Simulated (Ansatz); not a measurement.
# BFHSSb: the cost of one run

Program: Ansatz 0.2.0. Level of theory: UKS PBE0-D4/def2-SVP. These are calculated values, not measurements.

### 1 Starting point

Bond lengths: F1–B2 1.309 Å, B2–S3 1.718 Å, B2–Sb4 2.222 Å, S3–Sb4 2.529 Å, Sb4–H5 1.727 Å. Angles: F1–B2–S3 137.4°, F1–B2–Sb4 143.8°, S3–B2–Sb4 78.7°, B2–S3–Sb4 59.5°, B2–Sb4–S3 41.8°, B2–Sb4–H5 91.0°, S3–Sb4–H5 91.0°.

Coordinates:

```xyz
5

F     0.7934   -1.5732    1.0998
B     0.0610   -0.7308    0.4155
S    -1.0747   -0.7972   -0.8713
Sb   -0.5257    1.4052    0.2439
H     0.7460    1.6959   -0.8879
```

### 2 End point A

The input, input.yaml:

```yaml
crystal:
  periodic: [false, false, false]
  atoms:
    - { symbol: F, position_ang: [0.79338, -1.57315, 1.0998] }
    - { symbol: B, position_ang: [0.06102, -0.73079, 0.41552] }
    - { symbol: S, position_ang: [-1.07469, -0.79718, -0.87133] }
    - { symbol: Sb, position_ang: [-0.5257, 1.4052, 0.24391] }
    - { symbol: H, position_ang: [0.74599, 1.69592, -0.88789] }
magnetization:
  spin_polarized: true
basis:
  gaussian: { orbitals: def2-SVP }
hamiltonian:
  xc: pbe0
  dispersion: d4
relax:
  f_tol: 0.02
  max_steps: 50
```

Launch:

```sh
$ ansatz run input.yaml --threads 2 --pin off --max-ram 3072MiB --backend cpu --events-out ev --progress --plain --runs-dir out
```

What time and memory should one allow on 2 threads of Intel Xeon 6975P-C (Granite Rapids), shared host?

About 13 s, with a peak of 0.23 GiB.
